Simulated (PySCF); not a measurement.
# AlH2SeCl (SMILES [Cl][AlH][SeH]), step by step, part 2 of 3

PySCF 2.14.0.

### Step 4. A single-point energy at NEVPT2(6,6)/ccECP-cc-pVDZ (core potential) (run 3)

File geometry.xyz:

```xyz
5
AlClH2Se
Cl    -1.786399    -0.110280    -1.080347
Al    -0.289394    -0.586888     0.276168
Se     1.502322     0.735725     0.323669
H     -0.460698    -1.758271     1.141598
H      1.084069     1.646114    -0.702387
```

File job.py:

```python
from pyscf import gto, mcscf, mrpt

mol = gto.M(
    atom='geometry.xyz',
    ecp='ccecp',
    max_memory=1860,
    verbose=4,
    spin=0,
    basis='ccecp-cc-pvdz',
    charge=0,
)

calc0 = mol.RHF()
calc0.kernel()

cas = mcscf.CASSCF(calc0, 6, 6)
cas.fix_spin_(ss=0.0)
cas.natorb = True
cas.kernel()
e_pt2 = mrpt.NEVPT(cas).kernel()
etot = cas.e_tot + e_pt2
print('E(%s) = %.9f' % ('NEVPT2', etot))
```

Started as:

```sh
$ OMP_NUM_THREADS=1 python job.py
```

The program printed:

```text
PySCF version 2.14.0

[INPUT] num. atoms = 5
[INPUT] num. electrons = 18
[INPUT] charge = 0
[INPUT] spin (= nelec alpha-beta = 2S) = 0
[INPUT] symmetry False subgroup None
[INPUT] Mole.unit = angstrom
[INPUT] Symbol           X                Y                Z      unit          X                Y                Z       unit  Magmom
[INPUT]  1 Cl    -1.786399000000  -0.110280000000  -1.080347000000 AA   -3.375804859197  -0.208398997017  -2.041559949495 Bohr   0.0
[INPUT]  2 Al    -0.289394000000  -0.586888000000   0.276168000000 AA   -0.546875402092  -1.109057585794   0.521881884369 Bohr   0.0
[INPUT]  3 Se     1.502322000000   0.735725000000   0.323669000000 AA    2.838977130909   1.390318752996   0.611645765012 Bohr   0.0
[INPUT]  4 H     -0.460698000000  -1.758271000000   1.141598000000 AA   -0.870593046135  -3.322650642765   2.157307564351 Bohr   0.0
[INPUT]  5 H      1.084069000000   1.646114000000  -0.702387000000 AA    2.048593510131   3.110704629812  -1.327319063455 Bohr   0.0

nuclear repulsion = 22.9394201142332
number of shells = 21
number of NR pGTOs = 167
number of NR cGTOs = 49
basis = ccecp-cc-pvdz
ecp = ccecp

******** <class 'pyscf.scf.hf.RHF'> ********
method = RHF
initial guess = minao
damping factor = 0
level_shift factor = 0
DIIS = <class 'pyscf.scf.diis.CDIIS'>
diis_start_cycle = 1
diis_space = 8
diis_damp = 0
SCF conv_tol = 1e-09
SCF conv_tol_grad = None
SCF max_cycles = 50
direct_scf = True
direct_scf_tol = 1e-13
Set gradient conv threshold to 3.16228e-05
Initial guess from minao.
init E= -26.7557801648504
  HOMO = -0.332102141882829  LUMO = 0.0168409625055899  gap/eV = 9.49523
cycle= 1 E= -27.0477358623588  delta_E= -0.292  |g|= 0.274  |ddm|= 2.97
  HOMO = -0.375883072960044  LUMO = 0.0379246747148001  gap/eV = 11.26028
cycle= 2 E= -27.0797478590436  delta_E= -0.032  |g|= 0.0879  |ddm|= 0.697
  HOMO = -0.375899273801981  LUMO = 0.0552054401132627  gap/eV = 11.73096
cycle= 3 E= -27.0829441434388  delta_E= -0.0032  |g|= 0.023  |ddm|= 0.178
  HOMO = -0.375522023234196  LUMO = 0.0542439559159826  gap/eV = 11.69453
cycle= 4 E= -27.0833234588496  delta_E= -0.000379  |g|= 0.00418  |ddm|= 0.0698
  HOMO = -0.374957749004018  LUMO = 0.054724694009805  gap/eV = 11.69225
cycle= 5 E= -27.0833374084002  delta_E= -1.39e-05  |g|= 0.0012  |ddm|= 0.0134
  HOMO = -0.375159290778361  LUMO = 0.0545082733216153  gap/eV = 11.69185
cycle= 6 E= -27.0833385146437  delta_E= -1.11e-06  |g|= 0.000233  |ddm|= 0.00397
  HOMO = -0.375177881196167  LUMO = 0.0545413015754102  gap/eV = 11.69325
cycle= 7 E= -27.0833385661722  delta_E= -5.15e-08  |g|= 4.58e-05  |ddm|= 0.000946
  HOMO = -0.375169465241045  LUMO = 0.0545425644391011  gap/eV = 11.69306
cycle= 8 E= -27.0833385679791  delta_E= -1.81e-09  |g|= 1.49e-05  |ddm|= 0.000127
  HOMO = -0.375169444340287  LUMO = 0.0545423938553262  gap/eV = 11.69305
cycle= 9 E= -27.0833385682451  delta_E= -2.66e-10  |g|= 3.84e-06  |ddm|= 5.91e-05
  HOMO = -0.375169911926605  LUMO = 0.0545423390252482  gap/eV = 11.69307
Extra cycle  E= -27.0833385682609  delta_E= -1.58e-11  |g|= 1.85e-06  |ddm|= 1.17e-05
converged SCF energy = -27.0833385682609

******** <class 'pyscf.mcscf.mc1step.CASSCF'> ********
CAS (3e+3e, 6o), ncore = 6, nvir = 37
max_cycle_macro = 50
max_cycle_micro = 4
conv_tol = 1e-07
conv_tol_grad = None
orbital rotation max_stepsize = 0.02
orbital rotation threshold for CI restart = 0.01
augmented hessian ah_max_cycle = 30
augmented hessian ah_conv_tol = 1e-12
augmented hessian ah_linear dependence = 1e-14
augmented hessian ah_level shift = 1e-08
augmented hessian ah_start_tol = 2.5
augmented hessian ah_start_cycle = 3
augmented hessian ah_grad_trust_region = 3
kf_trust_region = 3
kf_interval = 4
ci_response_space = 4
ci_grad_trust_region = 3
with_dep4 0
natorb = True
canonicalization = True
sorting_mo_energy = False
ao2mo_level = 2
internal_rotation = False
******** <class 'pyscf.fci.addons.SpinPenaltyFCISolver'> ********
max. cycles = 50
conv_tol = 1e-08
davidson only = True
linear dependence = 1e-12
level shift = 0.001
max iter space = 12
nroots = 1
pspace_size = 400
spin = None
CASCI E = -27.0866469532985  S^2 = 0.0000000
Set conv_tol_grad to 0.000316228
macro iter   1 ( 21 JK    4 micro), CASSCF E = -27.1027379345807  dE = -1.60909813e-02  S^2 = 0.0000000
               |grad[o]|=0.00989  |grad[c]|=0.0312  |ddm|=0.0288  |maxRot[o]|=0.295
macro iter   2 ( 21 JK    4 micro), CASSCF E = -27.1121734847012  dE = -9.43555012e-03  S^2 = 0.0000000
               |grad[o]|=0.0172  |grad[c]|=0.0206  |ddm|=0.00668  |maxRot[o]|=0.306
macro iter   3 ( 21 JK    4 micro), CASSCF E = -27.1189910048220  dE = -6.81752012e-03  S^2 = 0.0000000
               |grad[o]|=0.00944  |grad[c]|=0.0112  |ddm|=0.0128  |maxRot[o]|= 0.25
macro iter   4 ( 21 JK    4 micro), CASSCF E = -27.1203848510032  dE = -1.39384618e-03  S^2 = 0.0000000
               |grad[o]|=0.0063  |grad[c]|=0.0123  |ddm|=0.0223  |maxRot[o]|=0.291
macro iter   5 ( 21 JK    4 micro), CASSCF E = -27.1218044866821  dE = -1.41963568e-03  S^2 = 0.0000000
               |grad[o]|=0.00956  |grad[c]|=0.0133  |ddm|=0.00449  |maxRot[o]|=0.203
macro iter   6 ( 21 JK    4 micro), CASSCF E = -27.1230857945979  dE = -1.28130792e-03  S^2 = 0.0000000
               |grad[o]|=0.0083  |grad[c]|=0.0121  |ddm|=0.00764  |maxRot[o]|=0.125
macro iter   7 ( 21 JK    4 micro), CASSCF E = -27.1235994849984  dE = -5.13690401e-04  S^2 = 0.0000000
               |grad[o]|=0.00748  |grad[c]|=0.012  |ddm|=0.00713  |maxRot[o]|=0.101
macro iter   8 ( 21 JK    4 micro), CASSCF E = -27.1253381558882  dE = -1.73867089e-03  S^2 = 0.0000000
               |grad[o]|=0.00602  |grad[c]|=0.0163  |ddm|=0.0251  |maxRot[o]|=0.234
macro iter   9 ( 21 JK    4 micro), CASSCF E = -27.1261189125655  dE = -7.80756677e-04  S^2 = 0.0000000
               |grad[o]|=0.00933  |grad[c]|=0.0109  |ddm|=0.0113  |maxRot[o]|=0.149
macro iter  10 ( 21 JK    4 micro), CASSCF E = -27.1272743760740  dE = -1.15546351e-03  S^2 = 0.0000000
               |grad[o]|=0.00697  |grad[c]|=0.0174  |ddm|=0.0132  |maxRot[o]|=0.105
macro iter  11 ( 20 JK    4 micro), CASSCF E = -27.1276594070589  dE = -3.85030985e-04  S^2 = 0.0000000
               |grad[o]|=0.015  |grad[c]|=0.0069  |ddm|=0.00545  |maxRot[o]|=0.0589
macro iter  12 ( 20 JK    4 micro), CASSCF E = -27.1278871938051  dE = -2.27786746e-04  S^2 = 0.0000000
               |grad[o]|=0.00549  |grad[c]|=0.00511  |ddm|=0.00249  |maxRot[o]|=0.0213
macro iter  13 ( 14 JK    4 micro), CASSCF E = -27.1280869759119  dE = -1.99782107e-04  S^2 = 0.0000000
               |grad[o]|=0.00414  |grad[c]|=0.00299  |ddm|=0.00145  |maxRot[o]|=0.0221
macro iter  14 ( 11 JK    4 micro), CASSCF E = -27.1282795469425  dE = -1.92571031e-04  S^2 = 0.0000000
               |grad[o]|=0.00312  |grad[c]|=0.00151  |ddm|=0.000749  |maxRot[o]|=0.0309
macro iter  15 (  9 JK    3 micro), CASSCF E = -27.1283283717243  dE = -4.88247818e-05  S^2 = 0.0000000
               |grad[o]|=0.00147  |grad[c]|=0.000408  |ddm|=0.000404  |maxRot[o]|=0.0193
macro iter  16 (  6 JK    2 micro), CASSCF E = -27.1283298971982  dE = -1.52547390e-06  S^2 = 0.0000000
               |grad[o]|=0.000272  |grad[c]|=0.000106  |ddm|=0.000128  |maxRot[o]|=0.00306
macro iter  17 (  1 JK    1 micro), CASSCF E = -27.1283298972636  dE = -6.54836185e-11  S^2 = 0.0000000
               |grad[o]|=2.61e-05  |grad[c]|=9.87e-06  |ddm|=3.54e-06  |maxRot[o]|=    0
1-step CASSCF converged in  17 macro (291 JK  62 micro) steps
CASSCF canonicalization
Natural occ [1.97839488 1.97603835 1.97414243 0.03254785 0.02018868 0.01868781]
Natural orbital (expansion on meta-Lowdin AOs) in CAS space
               #1        #2        #3        #4        #5
0 Cl 3s          0.00000   0.03406  -0.02630   0.03780   0.00000
0 Cl 4s         -0.00000  -0.00359   0.00080  -0.00760  -0.00000
0 Cl 3px         0.02127   0.05502  -0.02579   0.06135   0.04584
0 Cl 3py        -0.02763   0.01757  -0.00803   0.01181  -0.05952
0 Cl 3pz        -0.03318   0.02065  -0.00985   0.02950  -0.07150
0 Cl 4px        -0.00421  -0.01167  -0.00137  -0.01255  -0.01512
0 Cl 4py         0.00546  -0.00833  -0.00005  -0.00992   0.01963
0 Cl 4pz         0.00656  -0.00055  -0.00084   0.00022   0.02358
0 Cl 3dxy        0.00061  -0.00273   0.00212  -0.00345  -0.00495
0 Cl 3dyz        0.00147  -0.00229   0.00182   0.00083  -0.00065
0 Cl 3dz^2      -0.00007   0.00181  -0.00165   0.00133  -0.00867
0 Cl 3dxz        0.00192   0.00151   0.00175   0.00765  -0.00003
0 Cl 3dx2-y2    -0.00247  -0.00092   0.00302   0.00556  -0.00086
1 Al 3s         -0.00000  -0.22367  -0.03095  -0.15309  -0.00000
1 Al 4s         -0.00000  -0.01327   0.00982   0.00094  -0.00000
1 Al 3px        -0.12346  -0.14822  -0.09439  -0.03355  -0.20799
1 Al 3py         0.16033  -0.15114   0.00878  -0.13910   0.27010
1 Al 3pz         0.19258   0.03081  -0.06782   0.09430   0.32444
1 Al 4px        -0.01702  -0.05855  -0.00619  -0.02870  -0.03964
1 Al 4py         0.02210  -0.04146   0.01273  -0.03216   0.05147
1 Al 4pz         0.02654  -0.00302  -0.01457   0.00838   0.06182
1 Al 3dxy        0.01399  -0.04215  -0.01400  -0.07277   0.06284
1 Al 3dyz        0.03126  -0.00078  -0.01832   0.00343   0.16281
1 Al 3dz^2       0.00043   0.02460   0.01169   0.03967  -0.01638
1 Al 3dxz        0.04056   0.00849  -0.01096   0.04148   0.21297
1 Al 3dx2-y2    -0.05195  -0.00499  -0.02325   0.01518  -0.27475
2 Se 4s          0.00000   0.29963  -0.17261  -0.17151   0.00000
2 Se 5s          0.00000   0.05190  -0.04303  -0.02582   0.00000
2 Se 4px        -0.42160   0.71028  -0.35964   0.02692   0.09383
2 Se 4py         0.54753   0.47793   0.39857  -0.47127  -0.12186
2 Se 4pz         0.65766   0.05744  -0.56237   0.40961  -0.14637
2 Se 5px        -0.00011  -0.02878  -0.00043   0.01656  -0.04275
2 Se 5py         0.00015  -0.04053  -0.04402   0.00083   0.05552
2 Se 5pz         0.00018   0.01530   0.03637   0.00992   0.06669
2 Se 4dxy       -0.01686  -0.05854  -0.02056  -0.09013  -0.16422
2 Se 4dyz       -0.01914  -0.00707  -0.03658  -0.16366  -0.31379
2 Se 4dz^2      -0.01567   0.03689   0.01391   0.07320  -0.04853
2 Se 4dxz       -0.02338  -0.01218   0.04069   0.03175  -0.40296
2 Se 4dx2-y2     0.02837  -0.02922   0.00433  -0.09735   0.51166
3 H 1s          -0.00000   0.05596   0.03843  -0.03916  -0.00000
3 H 2s          -0.00000   0.00741  -0.00777  -0.02356  -0.00000
3 H 2px          0.00105   0.00255   0.00103   0.00723   0.00928
3 H 2py         -0.00136   0.00553   0.00180   0.00326  -0.01206
3 H 2pz         -0.00164  -0.00297  -0.00084   0.00192  -0.01448
4 H 1s           0.00000   0.22414   0.57655   0.66165   0.00000
4 H 2s           0.00000   0.00505  -0.05707  -0.08551   0.00000
4 H 2px         -0.00684   0.00931   0.00738   0.03091   0.00311
4 H 2py          0.00888  -0.01282  -0.03026  -0.06547  -0.00404
4 H 2pz          0.01067   0.01664   0.02992   0.07432  -0.00485
               #6
0 Cl 3s         -0.03075
0 Cl 4s          0.01159
0 Cl 3px        -0.07393
0 Cl 3py        -0.02054
0 Cl 3pz        -0.03030
0 Cl 4px         0.01078
0 Cl 4py         0.00691
0 Cl 4pz         0.00115
0 Cl 3dxy        0.00366
0 Cl 3dyz        0.00290
0 Cl 3dz^2      -0.00186
0 Cl 3dxz       -0.00889
0 Cl 3dx2-y2    -0.00423
1 Al 3s          0.26751
1 Al 4s          0.11491
1 Al 3px         0.13886
1 Al 3py         0.14259
1 Al 3pz        -0.02969
1 Al 4px         0.18897
1 Al 4py         0.14677
1 Al 4pz        -0.00105
1 Al 3dxy        0.13677
1 Al 3dyz       -0.06366
1 Al 3dz^2      -0.07510
1 Al 3dxz        0.02435
1 Al 3dx2-y2     0.01690
2 Se 4s         -0.19510
2 Se 5s         -0.26703
2 Se 4px         0.25839
2 Se 4py         0.09413
2 Se 4pz         0.08728
2 Se 5px        -0.03075
2 Se 5py        -0.01005
2 Se 5pz        -0.01134
2 Se 4dxy        0.52171
2 Se 4dyz       -0.31140
2 Se 4dz^2      -0.29220
2 Se 4dxz        0.27870
2 Se 4dx2-y2     0.16825
3 H 1s          -0.07110
3 H 2s           0.00258
3 H 2px         -0.00724
3 H 2py         -0.01757
3 H 2pz          0.00999
4 H 1s           0.10976
4 H 2s          -0.08758
4 H 2px          0.01816
4 H 2py         -0.00110
4 H 2pz          0.01256
<CAS-nat-orb|mo-hf>  7      9        0.99454467
<CAS-nat-orb|mo-hf>  8      8        0.79913977
<CAS-nat-orb|mo-hf>  9      4        0.76677417
<CAS-nat-orb|mo-hf>  10     11       0.62321254
<CAS-nat-orb|mo-hf>  10     13       0.55497395
<CAS-nat-orb|mo-hf>  11     10       0.51758092
<CAS-nat-orb|mo-hf>  11     19       0.40064198
<CAS-nat-orb|mo-hf>  11     29       0.51175664
<CAS-nat-orb|mo-hf>  12     17       0.66877883
CASSCF energy = -27.1283298972636
CASCI E = -27.1283298972636  E(CI) = -8.13456567786313  S^2 = 0.0000000

******** <class 'pyscf.mrpt.nevpt2.NEVPT'> ********
NEVPT2 (3e+3e, 6o), ncore = 6, nvir = 37
root = 0
Natural occ [1.97839488 1.97603835 1.97414243 0.03254785 0.02018868 0.01868781]
Natural orbital (expansion on meta-Lowdin AOs) in CAS space
               #1        #2        #3        #4        #5
0 Cl 3s          0.00000   0.03406  -0.02630   0.03780   0.00000
0 Cl 4s         -0.00000  -0.00359   0.00080  -0.00760  -0.00000
0 Cl 3px         0.02127   0.05502  -0.02579   0.06135   0.04584
0 Cl 3py        -0.02763   0.01757  -0.00803   0.01181  -0.05952
0 Cl 3pz        -0.03318   0.02065  -0.00985   0.02950  -0.07150
0 Cl 4px        -0.00421  -0.01167  -0.00137  -0.01255  -0.01512
0 Cl 4py         0.00546  -0.00833  -0.00005  -0.00992   0.01963
0 Cl 4pz         0.00656  -0.00055  -0.00084   0.00022   0.02358
0 Cl 3dxy        0.00061  -0.00273   0.00212  -0.00345  -0.00495
0 Cl 3dyz        0.00147  -0.00229   0.00182   0.00083  -0.00065
0 Cl 3dz^2      -0.00007   0.00181  -0.00165   0.00133  -0.00867
0 Cl 3dxz        0.00192   0.00151   0.00175   0.00765  -0.00003
0 Cl 3dx2-y2    -0.00247  -0.00092   0.00302   0.00556  -0.00086
1 Al 3s         -0.00000  -0.22367  -0.03095  -0.15309  -0.00000
1 Al 4s         -0.00000  -0.01327   0.00982   0.00094  -0.00000
1 Al 3px        -0.12346  -0.14822  -0.09439  -0.03355  -0.20799
1 Al 3py         0.16033  -0.15114   0.00878  -0.13910   0.27010
1 Al 3pz         0.19258   0.03081  -0.06782   0.09430   0.32444
1 Al 4px        -0.01702  -0.05855  -0.00619  -0.02870  -0.03964
1 Al 4py         0.02210  -0.04146   0.01273  -0.03216   0.05147
1 Al 4pz         0.02654  -0.00302  -0.01457   0.00838   0.06182
1 Al 3dxy        0.01399  -0.04215  -0.01400  -0.07277   0.06284
1 Al 3dyz        0.03126  -0.00078  -0.01832   0.00343   0.16281
1 Al 3dz^2       0.00043   0.02460   0.01169   0.03967  -0.01638
1 Al 3dxz        0.04056   0.00849  -0.01096   0.04148   0.21297
1 Al 3dx2-y2    -0.05195  -0.00499  -0.02325   0.01518  -0.27475
2 Se 4s          0.00000   0.29963  -0.17261  -0.17151   0.00000
2 Se 5s          0.00000   0.05190  -0.04303  -0.02582   0.00000
2 Se 4px        -0.42160   0.71028  -0.35964   0.02692   0.09383
2 Se 4py         0.54753   0.47793   0.39857  -0.47127  -0.12186
2 Se 4pz         0.65766   0.05744  -0.56237   0.40961  -0.14637
2 Se 5px        -0.00011  -0.02878  -0.00043   0.01656  -0.04275
2 Se 5py         0.00015  -0.04053  -0.04402   0.00083   0.05552
2 Se 5pz         0.00018   0.01530   0.03637   0.00992   0.06669
2 Se 4dxy       -0.01686  -0.05854  -0.02056  -0.09013  -0.16422
2 Se 4dyz       -0.01914  -0.00707  -0.03658  -0.16366  -0.31379
2 Se 4dz^2      -0.01567   0.03689   0.01391   0.07320  -0.04853
2 Se 4dxz       -0.02338  -0.01218   0.04069   0.03175  -0.40296
2 Se 4dx2-y2     0.02837  -0.02922   0.00433  -0.09735   0.51166
3 H 1s          -0.00000   0.05596   0.03843  -0.03916  -0.00000
3 H 2s          -0.00000   0.00741  -0.00777  -0.02356  -0.00000
3 H 2px          0.00105   0.00255   0.00103   0.00723   0.00928
3 H 2py         -0.00136   0.00553   0.00180   0.00326  -0.01206
3 H 2pz         -0.00164  -0.00297  -0.00084   0.00192  -0.01448
4 H 1s           0.00000   0.22414   0.57655   0.66165   0.00000
4 H 2s           0.00000   0.00505  -0.05707  -0.08551   0.00000
4 H 2px         -0.00684   0.00931   0.00738   0.03091   0.00311
4 H 2py          0.00888  -0.01282  -0.03026  -0.06547  -0.00404
4 H 2pz          0.01067   0.01664   0.02992   0.07432  -0.00485
               #6
0 Cl 3s         -0.03075
0 Cl 4s          0.01159
0 Cl 3px        -0.07393
0 Cl 3py        -0.02054
0 Cl 3pz        -0.03030
0 Cl 4px         0.01078
0 Cl 4py         0.00691
0 Cl 4pz         0.00115
0 Cl 3dxy        0.00366
0 Cl 3dyz        0.00290
0 Cl 3dz^2      -0.00186
0 Cl 3dxz       -0.00889
0 Cl 3dx2-y2    -0.00423
1 Al 3s          0.26751
1 Al 4s          0.11491
1 Al 3px         0.13886
1 Al 3py         0.14259
1 Al 3pz        -0.02969
1 Al 4px         0.18897
1 Al 4py         0.14677
1 Al 4pz        -0.00105
1 Al 3dxy        0.13677
1 Al 3dyz       -0.06366
1 Al 3dz^2      -0.07510
1 Al 3dxz        0.02435
1 Al 3dx2-y2     0.01690
2 Se 4s         -0.19510
2 Se 5s         -0.26703
2 Se 4px         0.25839
2 Se 4py         0.09413
2 Se 4pz         0.08728
2 Se 5px        -0.03075
2 Se 5py        -0.01005
2 Se 5pz        -0.01134
2 Se 4dxy        0.52171
2 Se 4dyz       -0.31140
2 Se 4dz^2      -0.29220
2 Se 4dxz        0.27870
2 Se 4dx2-y2     0.16825
3 H 1s          -0.07110
3 H 2s           0.00258
3 H 2px         -0.00724
3 H 2py         -0.01757
3 H 2pz          0.00999
4 H 1s           0.10976
4 H 2s          -0.08758
4 H 2px          0.01816
4 H 2py         -0.00110
4 H 2pz          0.01256
<CAS-nat-orb|mo-hf>  7      9        0.99454467
<CAS-nat-orb|mo-hf>  8      8        0.79913977
<CAS-nat-orb|mo-hf>  9      4        0.76677417
<CAS-nat-orb|mo-hf>  10     11       0.62321254
<CAS-nat-orb|mo-hf>  10     13       0.55497395
<CAS-nat-orb|mo-hf>  11     10       0.51758092
<CAS-nat-orb|mo-hf>  11     19       0.40064198
<CAS-nat-orb|mo-hf>  11     29       0.51175664
<CAS-nat-orb|mo-hf>  12     17       0.66877883
Sr    (-1)',   E = -0.02442174966832
Si    (+1)',   E = -0.00054398210121
Sijrs (0)  ,   E = -0.16959216887828
Sijr  (+1) ,   E = -0.00350458473952
Srsi  (-1) ,   E = -0.01830841687151
Srs   (-2) ,   E = -0.02702846132717
Sij   (+2) ,   E = -0.00085858464040
Sir   (0)' ,   E = -0.01752102028492
Nevpt2 Energy = -0.261778968511338
E(NEVPT2) = -27.390108866
```

It took 32 s on 1 thread of Arm Neoverse V1, shared host; peak memory 0.13 GiB.

(Continued in part 3 of 3.)
